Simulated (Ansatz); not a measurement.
Mn in Ansatz: the effect of functional

Sheet: Mn, a sheet with vacuum.

```
CELL_PARAMETERS angstrom
2.61432 0.00000 0.00000
0.00000 2.61432 0.00000
0.00000 0.00000 23.80000
ATOMIC_POSITIONS crystal
Mn 0.00000 0.00000 0.29412
```

The cell was built by a generator and needn't be a form met in nature.

Alike in all runs:

* Program: Ansatz 0.2.0
* Task: single point
* Potentials or basis: all-electron LAPW, scalar-relativistic
* Cutoff: 249 eV (chosen from the basis error)
* Basis error allowed: 0.002 eV/atom
* k mesh: 10 × 10 × 1
* Occupations: fermi-dirac, width 0.05 eV
* Spin: collinear spin, ferromagnetic start
* Starting moments: [4.0] μB

```csv
functional,moment (μB),work function (eV)
PBE,?,?
LDA,4.24,4.01
PBEsol,4.33,3.77
```

What does the run with functional PBE give?

Moment 4.32 μB; work function 3.67 eV.
